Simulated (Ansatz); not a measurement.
# CdS: the cost of one run

Method: DFT PBE, scalar-relativistic, plane waves, PAW, and further levels as typed in the inputs, in Ansatz 0.2.0.

### 1 The starting structure

Symmetry: P6_3mc, No. 186, hexagonal system. Conventional cell: a = 4.161 Å, b = 4.161 Å, c = 6.713 Å, α = 90.00°, β = 90.00°, γ = 120.00°. Around Cd (site symmetry 3m) lie 4 S at 2.53 to 2.54 Å. Around S (site symmetry 3m) lie 4 Cd at 2.53 to 2.54 Å.

Coordinates:

```
CELL_PARAMETERS angstrom
4.16082 0.00000 0.00000
-2.08041 3.60337 0.00000
0.00000 0.00000 6.71300
ATOMIC_POSITIONS crystal
Cd 0.33333 0.66667 0.00000
Cd 0.66667 0.33333 0.50000
S 0.33333 0.66667 0.37700
S 0.66667 0.33333 0.87700
```

### 2 Relaxing the atoms: CdS, no spin

File input.yaml:

```yaml
crystal:
  lattice:
    - [4.160816, 0.0, 0.0]
    - [-2.080408, 3.60337236, 0.0]
    - [0.0, 0.0, 6.713]
  atoms:
    - { symbol: Cd, position: [0.3333333333, 0.6666666667, 0.0] }
    - { symbol: Cd, position: [0.6666666667, 0.3333333333, 0.5] }
    - { symbol: S, position: [0.3333333333, 0.6666666667, 0.377] }
    - { symbol: S, position: [0.6666666667, 0.3333333333, 0.877] }
scf:
  occupations: { method: gaussian, width: 0.05 }
output:
  forces: true
  stress: true
hamiltonian:
  xc: pbe
kpoints:
  mp_grid: { grid: [8, 8, 5] }
relax:
  f_tol: 0.003
```

The run is started by

```console
$ ansatz run input.yaml --threads 4 --pin off --max-ram 10240MiB --backend cpu --events-out ev --progress --plain --runs-dir out
```

What time and memory should one allow on 4 threads of Intel Xeon Platinum 8488C (Sapphire Rapids), shared host?

About 3.8 s, with a peak of 0.45 GiB.
